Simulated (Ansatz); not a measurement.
# GaNH (doublet): wave-function methods side by side, cc-pVDZ

The task here is to estimate one member of a computed series from the others.

The runs use Ansatz 0.2.0, Gaussian basis; cc-pVDZ, core rule «outside noble gas», up to 15 orbitals frozen.

Plan: UHF; CCSD(T) on ROHF; CCSD(T) on UHF; BCCD(T) on ROHF; CISD; CCSDT(Q) on ROHF; CCSDT(Q) on UHF; CASSCF and MRCISD+Q, 9 electrons in 9 orbitals; CASSCF and NEVPT2, 9 electrons in 9 orbitals.

25 further runs of the same task are left out: 1 for a mislabelled method, 6 for a known fault of the program, 6 that didn't finish, 12 set aside as unsound or not needed.

### The geometry

The geometry is a PBE0/def2-TZVP stationary point (not a proven minimum) of the parent state, kept for this charge and spin. No spin-orbit coupling is included. The filled d shell of Ga may be among the frozen orbitals whatever the setting's name suggests; the logs give the count.

3 atoms, charge 0, spin multiplicity 2.

Atoms are counted from 1 here; the program's logs count them from 0.

Bond lengths: N1–Ga2 1.985 Å, Ga2–H3 1.616 Å. Angles: N1–Ga2–H3 112.7°.

The first run:

Input file in.yaml:

```yaml
crystal:
  periodic: [false, false, false]
  atoms:
    - {symbol: N, position_ang: [0.000000, 0.093904, 1.661900]}
    - {symbol: Ga, position_ang: [0.000000, -0.039184, -0.318801]}
    - {symbol: H, position_ang: [0.000000, 1.405604, -1.041722]}
basis:
  gaussian: {orbitals: cc-pVDZ}
magnetization: {spin_polarized: true, initial_magnetization: 1}
hamiltonian: {xc: hf}
output: {orbitals: {seedname: orbitals}}
```

Command:

```console
$ ansatz run in.yaml --threads 1 --pin off --events-out ev --progress --plain --max-ram 2393MiB
```

Steps of the session up to this table: UHF; CCSD(T) on ROHF; CCSD(T) on UHF; BCCD(T) on ROHF; CISD; CCSDT(Q) on ROHF; CCSDT(Q) on UHF; CASSCF and MRCISD+Q, 9 electrons in 9 orbitals; CASSCF and NEVPT2, 9 electrons in 9 orbitals.

One of the session's tables, all rows but one given; the rest of the session is left out.

```
          method  from RCCSDT(Q) (meV)
            ROHF               +7161.4
             UHF               +5038.1
            RMP2               +1679.0
            UMP2               +1145.3
           RCCSD                +419.6
           UCCSD                +259.3
        RCCSD(T)                 +94.5
        UCCSD(T)                     ?
         BCCD(T)                +124.6
          RCCSDT                 +60.6
          UCCSDT                 +39.7
       RCCSDT(Q)                     0
       UCCSDT(Q)                 +13.1
  CASSCF valence               +3496.7
  NEVPT2 valence                +745.8
  MRCISD valence                +192.1
MRCISD+Q valence                 +19.0
```

Estimate the missing values for UCCSD(T).

As computed: from RCCSDT(Q) (meV): +121.5. In the column «from RCCSDT(Q) (meV)» it lies between RCCSD(T) (+94.5) and BCCD(T) (+124.6).

Not comparable, so not listed: CISD (they don't share determinant, frozen orbitals or solution with the rows shown, or repeat one).

Caveats from the session: The determinant is far from a pure spin state, so its energy mixes those of several spin states (harmless only where they are near-degenerate, as at dissociation). Warnings: spin contamination; large T1 diagnostic. Restricted and unrestricted rows rest on different reference determinants; where their highest levels disagree by more than a few hundredths of an eV, they describe different states and don't form one ladder.
